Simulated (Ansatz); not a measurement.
# SbPt: the cost of one run

Computed with Ansatz 0.2.0 (DFT PBEsol, scalar-relativistic, plane waves, PAW, unless a step's input says otherwise).

2 further runs of the same task are left out: 1 that didn't finish, 1 set aside as unsound or not needed.

### 1 Starting point

The structure is trigonal, space group R-3m (No. 166). Conventional cell: a = 3.858 Å, b = 3.858 Å, c = 9.529 Å, α = 90.00°, β = 90.00°, γ = 120.00°. Pt (site symmetry -3m) is surrounded by 6 Sb at 2.74 Å. Around Sb (site symmetry -3m) lie 6 Pt at 2.74 Å.

Structure file:

```cif
data_structure
_symmetry_space_group_name_H-M 'R-3m:H'
_symmetry_Int_Tables_number 166
_cell_length_a 3.8578
_cell_length_b 3.8578
_cell_length_c 9.5287
_cell_angle_alpha 90.000
_cell_angle_beta 90.000
_cell_angle_gamma 120.000
_cell_volume 122.81
loop_
_atom_site_label
_atom_site_type_symbol
_atom_site_symmetry_multiplicity
_atom_site_Wyckoff_symbol
_atom_site_fract_x
_atom_site_fract_y
_atom_site_fract_z
_atom_site_occupancy
Pt1 Pt 3 a 0.00000 0.00000 0.00000 1
Sb1 Sb 3 b 0.66667 0.33333 0.83333 1
```

This is a trial structure built by rule; it need not be a known or stable form of this composition.

It is the result of an earlier relaxation at this level (volume 20.47 Å³/atom; gap on the mesh: none (metal)).

### 2 Building the stacking ABABC

Close-packed layers are stacked in the order given (letters for the first element, the second between them) and fully relaxed; h and k in a name mark layers with hexagonal and cubic surroundings. Energies count from the base stacking, -9396.2223 eV an atom.

The cell holds 5 Pt, 5 Sb: a = 3.858 Å, b = 3.858 Å, c = 15.881 Å, α = 90.00°, β = 90.00°, γ = 120.00°.

### 3 The relaxation run

The input, input.yaml:

```yaml
crystal:
  lattice:
    - [3.8577735199, 0.0, 0.0]
    - [-1.9288867599, 3.3409298702, 0.0]
    - [0.0, 0.0, 15.8812416355]
  atoms:
    - { symbol: Pt, position: [0.0, 0.0, 0.0] }
    - { symbol: Sb, position: [0.6666666667, 0.3333333333, 0.1] }
    - { symbol: Pt, position: [0.3333333333, 0.6666666667, 0.2] }
    - { symbol: Sb, position: [0.6666666667, 0.3333333333, 0.3] }
    - { symbol: Pt, position: [0.0, 0.0, 0.4] }
    - { symbol: Sb, position: [0.6666666667, 0.3333333333, 0.5] }
    - { symbol: Pt, position: [0.3333333333, 0.6666666667, 0.6] }
    - { symbol: Sb, position: [0.0, 0.0, 0.7] }
    - { symbol: Pt, position: [0.6666666667, 0.3333333333, 0.8] }
    - { symbol: Sb, position: [0.3333333333, 0.6666666667, 0.9] }
basis:
  ecutwfc: 420
kpoints:
  mp_grid: { grid: [12, 12, 3] }
hamiltonian:
  xc: pbesol
scf:
  occupations: { method: gaussian, width: 0.1 }
output:
  forces: true
  stress: true
  eigenvalues: true
  populations: true
relax:
  adjacent_minimum: "off"
  f_tol: 0.01
  max_steps: 45
  cell: { stress_tol: 0.05 }
```

Command:

```console
> ansatz run input.yaml --threads 1 --pin off --max-ram 2560MiB --backend cpu --events-out ev --progress --plain --runs-dir out
```

What time and memory should one allow on 1 thread of Arm Neoverse V1, shared host?

About 7.6 min, with a peak of 0.94 GiB.
